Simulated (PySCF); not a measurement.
# In³⁷⁺, In³⁸⁺: ionisation energies in even-tempered 18s12p4d4f

Wanted: the ionisation energy of indium, up a ladder of methods.

Method: unrestricted determinants in a Gaussian basis, no spin-orbit coupling in the energies. Code: PySCF 2.14.0.

### 1 The system

```
Element                                   : indium (Z = 49)
Basis                                     : an uncontracted even-tempered set (18 s from 6.6 bohr⁻², ratio 2.5; 12 p from 8.6 bohr⁻², ratio 2.5; 4 d from 32 bohr⁻², ratio 2.7; 4 f from 48 bohr⁻², ratio 2.7)
Hamiltonian                               : the spin-free X2C one-electron Hamiltonian (Gaussian nucleus)
State 1                                   : In³⁷⁺: [Ne] 3s2, closed-shell 1S
State 2                                   : In³⁸⁺: [Ne] 3s1, 2S determinant
Needed too, but not shown                 : In³⁹⁺ [Ne] (1S)
Methods                                   : UHF, LDA, PBE, PBE0, r2SCAN, B2PLYP, TPSSh, MP2
Core shells frozen in the correlated runs : outer shells: 1s2 (for In³⁷⁺)
```

Outer shells as boxes (Hund's rule):

In37+ [Ne] 3s2
```
[Ne] core
3s [↑↓]
```

In38+ [Ne] 3s1
```
[Ne] core
3s [↑ ]
```

The runs were made by one driver on top of PySCF. The scripts below sum up each run's settings (the driver also hands on starting orbitals that pick excited configurations, and frozen orbitals as a list rather than a count), and the logs come from the driver's own runs. The driver starts from symmetry-adapted Hartree-Fock orbitals, holds the occupation by maximum overlap and uses a logarithmic radial grid for functionals, so a plain start would take other cycles.

The integrals over 102 functions and the set-up took 0.35 s of CPU time.

### 2 In³⁷⁺

#### UHF

input.py

```python
from pyscf import gto, scf, dft, mp, cc
mol = gto.M(atom="In 0 0 0", charge=37, spin=0, symmetry="D2h",
            basis=gto.etbs([(0, 18, 6.6, 2.5), (1, 12, 8.6, 2.5), (2, 4, 32, 2.7), (3, 4, 48, 2.7)]),
            nucmod="G")
mf = scf.UHF(mol).sfx2c1e()
mf.irrep_nelec = {'Ag': (3, 3), 'B1u': (1, 1), 'B2u': (1, 1), 'B3u': (1, 1)}
mf.kernel()
```

Log:

```text
damping factor = 0
level_shift factor = 0
DIIS = <class 'pyscf.scf.diis.CDIIS'>
diis_start_cycle = 1
diis_space = 10
diis_damp = 0
SCF conv_tol = 1e-09
SCF conv_tol_grad = None
number electrons alpha = 6  beta = 6
cycle= 1 E= -4703.55600437786  delta_E= 8.19e-12  |g|= 2.89e-08  |ddm|= 3.71e-08
converged SCF energy = -4703.55600437786  <S^2> = 5.3290705e-15  2S+1 = 1
```

It used 4.3 s of CPU time after the integrals (shared host).

The occupied shells:

| shell | electrons | mean orbital energy (eV) | spread (eV) | rms radius (bohr) |
| --- | --- | --- | --- | --- |
| 1s | 2 | -30340.0 | 0 | 0.0340 |
| 2s | 2 | -6420.7 | 0 | 0.136 |
| 2p | 6 | -5993.4 | 0 | 0.121 |
| 3s | 2 | -2548.4 | 0 | 0.328 |

⟨S²⟩ = 0.000, ⟨L²⟩ = 0.00.

Spin-orbit constants on these orbitals (cm⁻¹; bare nucleus, screened nucleus, mean field): 2p 1170000, 1122000, 1104000.

#### LDA

input.py, as changed from the run before:

```diff
@@ -4,3 +4,3 @@
             nucmod="G")
-mf = scf.UHF(mol).sfx2c1e()
+mf = dft.UKS(mol, xc="LDA,VWN").sfx2c1e()
 mf.irrep_nelec = {'Ag': (3, 3), 'B1u': (1, 1), 'B2u': (1, 1), 'B3u': (1, 1)}
```

Log:

```text
damping factor = 0
level_shift factor = 0
DIIS = <class 'pyscf.scf.diis.CDIIS'>
diis_start_cycle = 1
diis_space = 10
diis_damp = 0
SCF conv_tol = 1e-09
SCF conv_tol_grad = None
number electrons alpha = 6  beta = 6
XC functionals = LDA,VWN
    P. A. M. Dirac.,  Math. Proc. Cambridge Philos. Soc. 26, 376 (1930)
    F. Bloch.,  Z. Phys. 57, 545 (1929)
    S. H. Vosko, L. Wilk, and M. Nusair.,  Can. J. Phys. 58, 1200 (1980)
cycle= 1 E= -4698.29165377504  delta_E= -0.0137  |g|= 0.0561  |ddm|= 0.0206
cycle= 2 E= -4698.2916629998  delta_E= -9.22e-06  |g|= 0.00456  |ddm|= 0.00112
cycle= 3 E= -4698.2916630797  delta_E= -7.99e-08  |g|= 6.73e-05  |ddm|= 9.28e-05
cycle= 4 E= -4698.29166307971  delta_E= -1.46e-11  |g|= 1.17e-07  |ddm|= 1.34e-06
converged SCF energy = -4698.29166307971  <S^2> = 7.1054274e-15  2S+1 = 1
```

It used 0.43 s of CPU time after the integrals (shared host).

#### PBE

input.py, as changed from the run before:

```diff
@@ -4,3 +4,3 @@
             nucmod="G")
-mf = dft.UKS(mol, xc="LDA,VWN").sfx2c1e()
+mf = dft.UKS(mol, xc="PBE").sfx2c1e()
 mf.irrep_nelec = {'Ag': (3, 3), 'B1u': (1, 1), 'B2u': (1, 1), 'B3u': (1, 1)}
```

Log:

```text
damping factor = 0
level_shift factor = 0
DIIS = <class 'pyscf.scf.diis.CDIIS'>
diis_start_cycle = 1
diis_space = 10
diis_damp = 0
SCF conv_tol = 1e-09
SCF conv_tol_grad = None
number electrons alpha = 6  beta = 6
XC functionals = PBE
    J. P. Perdew, K. Burke, and M. Ernzerhof.,  Phys. Rev. Lett. 77, 3865 (1996)
    J. P. Perdew, K. Burke, and M. Ernzerhof.,  Phys. Rev. Lett. 78, 1396 (1997)
    J. P. Perdew, K. Burke, and M. Ernzerhof.,  Phys. Rev. Lett. 77, 3865 (1996)
    J. P. Perdew, K. Burke, and M. Ernzerhof.,  Phys. Rev. Lett. 78, 1396 (1997)
cycle= 1 E= -4703.90525621884  delta_E= -0.00855  |g|= 0.0119  |ddm|= 0.0184
cycle= 2 E= -4703.90525662286  delta_E= -4.04e-07  |g|= 0.000868  |ddm|= 0.00026
cycle= 3 E= -4703.905256626  delta_E= -3.14e-09  |g|= 3.49e-05  |ddm|= 1.94e-05
cycle= 4 E= -4703.90525662601  delta_E= -7.28e-12  |g|= 1.14e-07  |ddm|= 6.99e-07
converged SCF energy = -4703.90525662601  <S^2> = 4.4408921e-15  2S+1 = 1
```

CPU time 0.56 s on a shared host, the integrals not counted.

#### PBE0

input.py, as changed from the run before:

```diff
@@ -4,3 +4,3 @@
             nucmod="G")
-mf = dft.UKS(mol, xc="PBE").sfx2c1e()
+mf = dft.UKS(mol, xc="PBE0").sfx2c1e()
 mf.irrep_nelec = {'Ag': (3, 3), 'B1u': (1, 1), 'B2u': (1, 1), 'B3u': (1, 1)}
```

Log:

```text
damping factor = 0
level_shift factor = 0
DIIS = <class 'pyscf.scf.diis.CDIIS'>
diis_start_cycle = 1
diis_space = 10
diis_damp = 0
SCF conv_tol = 1e-09
SCF conv_tol_grad = None
number electrons alpha = 6  beta = 6
XC functionals = PBE0
    C. Adamo and V. Barone.,  J. Chem. Phys. 110, 6158 (1999)
    M. Ernzerhof and G. E. Scuseria.,  J. Chem. Phys. 110, 5029 (1999)
cycle= 1 E= -4703.94005011102  delta_E= -0.00473  |g|= 0.0102  |ddm|= 0.014
cycle= 2 E= -4703.94005034951  delta_E= -2.38e-07  |g|= 0.000464  |ddm|= 0.000256
cycle= 3 E= -4703.94005035038  delta_E= -8.69e-10  |g|= 2.75e-05  |ddm|= 9.24e-06
converged SCF energy = -4703.94005035038  <S^2> = 5.3290705e-15  2S+1 = 1
```

CPU time 0.87 s on a shared host, the integrals not counted.

#### r2SCAN

input.py, as changed from the run before:

```diff
@@ -4,3 +4,3 @@
             nucmod="G")
-mf = dft.UKS(mol, xc="PBE0").sfx2c1e()
+mf = dft.UKS(mol, xc="R2SCAN").sfx2c1e()
 mf.irrep_nelec = {'Ag': (3, 3), 'B1u': (1, 1), 'B2u': (1, 1), 'B3u': (1, 1)}
```

Log:

```text
damping factor = 0
level_shift factor = 0
DIIS = <class 'pyscf.scf.diis.CDIIS'>
diis_start_cycle = 1
diis_space = 10
diis_damp = 0
SCF conv_tol = 1e-09
SCF conv_tol_grad = None
number electrons alpha = 6  beta = 6
XC functionals = R2SCAN
    J. W. Furness, A. D. Kaplan, J. Ning, J. P. Perdew, and J. Sun.,  J. Phys. Chem. Lett. 11, 8208-8215 (2020)
    J. W. Furness, A. D. Kaplan, J. Ning, J. P. Perdew, and J. Sun.,  J. Phys. Chem. Lett. 11, 9248-9248 (2020)
    J. W. Furness, A. D. Kaplan, J. Ning, J. P. Perdew, and J. Sun.,  J. Phys. Chem. Lett. 11, 8208-8215 (2020)
    J. W. Furness, A. D. Kaplan, J. Ning, J. P. Perdew, and J. Sun.,  J. Phys. Chem. Lett. 11, 9248-9248 (2020)
cycle= 1 E= -4704.14364693167  delta_E= -0.00441  |g|= 0.00979  |ddm|= 0.0197
cycle= 2 E= -4704.1436470303  delta_E= -9.86e-08  |g|= 0.000193  |ddm|= 0.000263
cycle= 3 E= -4704.14364703047  delta_E= -1.64e-10  |g|= 1.68e-05  |ddm|= 4.58e-06
converged SCF energy = -4704.14364703047  <S^2> = 7.1054274e-15  2S+1 = 1
```

CPU time 0.99 s on a shared host, the integrals not counted.

#### B2PLYP

input.py, as changed from the run before:

```diff
@@ -4,3 +4,3 @@
             nucmod="G")
-mf = dft.UKS(mol, xc="R2SCAN").sfx2c1e()
+mf = dft.UKS(mol, xc="0.53*HF + 0.47*B88, 0.73*LYP").sfx2c1e()
 mf.irrep_nelec = {'Ag': (3, 3), 'B1u': (1, 1), 'B2u': (1, 1), 'B3u': (1, 1)}
```

Log:

```text
damping factor = 0
level_shift factor = 0
DIIS = <class 'pyscf.scf.diis.CDIIS'>
diis_start_cycle = 1
diis_space = 10
diis_damp = 0
SCF conv_tol = 1e-09
SCF conv_tol_grad = None
number electrons alpha = 6  beta = 6
XC functionals = 0.53*HF + 0.47*B88, 0.73*LYP
    A. D. Becke.,  Phys. Rev. A 38, 3098 (1988)
    C. Lee, W. Yang, and R. G. Parr.,  Phys. Rev. B 37, 785 (1988)
    B. Miehlich, A. Savin, H. Stoll, and H. Preuss.,  Chem. Phys. Lett. 157, 200 (1989)
cycle= 1 E= -4704.16645543329  delta_E= -0.00207  |g|= 0.00882  |ddm|= 0.00983
cycle= 2 E= -4704.1664556113  delta_E= -1.78e-07  |g|= 7.85e-05  |ddm|= 0.000254
cycle= 3 E= -4704.16645561134  delta_E= -3.37e-11  |g|= 2.85e-06  |ddm|= 4.11e-06
converged SCF energy = -4704.16645561134  <S^2> = 3.5527137e-15  2S+1 = 1
```

It used 1.6 s of CPU time after the integrals (shared host).

Script and log cover the SCF part. The PT2 part, added by the driver, -0.47591 hartree before scaling by 0.27, brings the total to -4704.294951 hartree.

#### TPSSh

input.py, as changed from the run before:

```diff
@@ -4,3 +4,3 @@
             nucmod="G")
-mf = dft.UKS(mol, xc="0.53*HF + 0.47*B88, 0.73*LYP").sfx2c1e()
+mf = dft.UKS(mol, xc="TPSSH").sfx2c1e()
 mf.irrep_nelec = {'Ag': (3, 3), 'B1u': (1, 1), 'B2u': (1, 1), 'B3u': (1, 1)}
```

Log:

```text
damping factor = 0
level_shift factor = 0
DIIS = <class 'pyscf.scf.diis.CDIIS'>
diis_start_cycle = 1
diis_space = 10
diis_damp = 0
SCF conv_tol = 1e-09
SCF conv_tol_grad = None
number electrons alpha = 6  beta = 6
XC functionals = TPSSH
    V. N. Staroverov, G. E. Scuseria, J. Tao, and J. P. Perdew.,  J. Chem. Phys. 119, 12129 (2003)
cycle= 1 E= -4704.33075367146  delta_E= -0.00433  |g|= 0.0126  |ddm|= 0.0176
cycle= 2 E= -4704.33075395011  delta_E= -2.79e-07  |g|= 0.000517  |ddm|= 0.000338
cycle= 3 E= -4704.33075395125  delta_E= -1.14e-09  |g|= 3.78e-05  |ddm|= 1.11e-05
cycle= 4 E= -4704.33075395126  delta_E= -5.46e-12  |g|= 1.35e-07  |ddm|= 7.47e-07
converged SCF energy = -4704.33075395126  <S^2> = 5.3290705e-15  2S+1 = 1
```

CPU time 1.7 s on a shared host, the integrals not counted.

#### MP2 (outer shells)

input.py, as changed from the run before:

```diff
@@ -4,4 +4,5 @@
             nucmod="G")
-mf = dft.UKS(mol, xc="TPSSH").sfx2c1e()
+mf = scf.UHF(mol).sfx2c1e()
 mf.irrep_nelec = {'Ag': (3, 3), 'B1u': (1, 1), 'B2u': (1, 1), 'B3u': (1, 1)}
 mf.kernel()
+mp.UMP2(mf, frozen=1).kernel()
```

No log was kept for this step.

It used 0.7 s of CPU time after the integrals (shared host).

With 10 electrons correlated, the MP2 correlation energy is -0.45272 hartree (-0.10101 same spin, -0.35171 opposite spin); the SCS form gives -0.45572. Largest pairs of shells: 2p-2p -0.2162, 3s-3s -0.0972, 2s-2p -0.0616, 2p-3s -0.0579, 2s-2s -0.0109.

Radial density 4πr²ρ of In³⁷⁺ at UHF, without picture-change correction:

| r (bohr) | density |
| --- | --- |
| 0.000585 | 0.879 |
| 0.000984 | 2.05 |
| 0.00165 | 4.68 |
| 0.00278 | 10.3 |
| 0.00468 | 21.0 |
| 0.00788 | 38.3 |
| 0.0132 | 57.1 |
| 0.0223 | 62.3 |
| 0.0375 | 50.7 |
| 0.0630 | 59.8 |
| 0.106 | 68.0 |
| 0.178 | 23.1 |
| 0.300 | 9.53 |
| 0.505 | 1.29 |
| 0.849 | 0.00543 |

(Part 1 of 2 ends here.)
